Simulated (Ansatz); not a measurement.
MgVCl2O:

```
CELL_PARAMETERS angstrom
6.62034 -1.96158 0.00000
6.62034 1.96158 0.00000
-1.39572 0.00000 4.08633
ATOMIC_POSITIONS crystal
V 0.00143 0.00143 0.97846
Cl 0.63023 0.63023 0.11155
Cl 0.36778 0.36778 0.84648
Mg 0.49092 0.49092 0.46643
O 0.99610 0.99610 0.47359
```

The cell comes from a database or a generator and needn't be the stable form of this composition.

Alike in all runs: program Ansatz 0.2.0; functional PBE; potentials or basis Ansatz PAW; cutoff 420 eV (not typed: the program's choice for these potentials); k mesh 7 × 7 × 7; occupations fermi-dirac, width 0.05 eV.

Starts and where they ended:

| start | free energy over the lowest (meV/atom) | net moment (μB) | site or absolute moments (μB) | gap |
| --- | --- | --- | --- | --- |
| collinear spin, ferromagnetic start of up to 2 μB | 0.0 | 3.00 | V +2.18; Cl +0.00; Mg +0.00; O +0.05 | 0.52 eV |
| no spin polarisation | 226.6 | - | - | none (metal or under the smearing width) |
| collinear spin, random start of up to 1.19 μB | 0.0 | -3.00 | V -2.18; Cl -0.00; Mg -0.00; O -0.05 | 0.52 eV |

Allowing spin polarisation gains 227 meV/atom. A still lower state may exist.

Caveats: odd divisions of the mesh miss points on the zone boundary, where band edges often lie, so the gap on the mesh can be too wide (some runs); an odd number of electrons without spin polarisation forces a metal (some runs); a magnetic or distorted state may lie lower (some runs); semilocal functionals often make such compounds metallic where correlation or magnetic order opens a gap, which also shifts bond lengths (some runs).
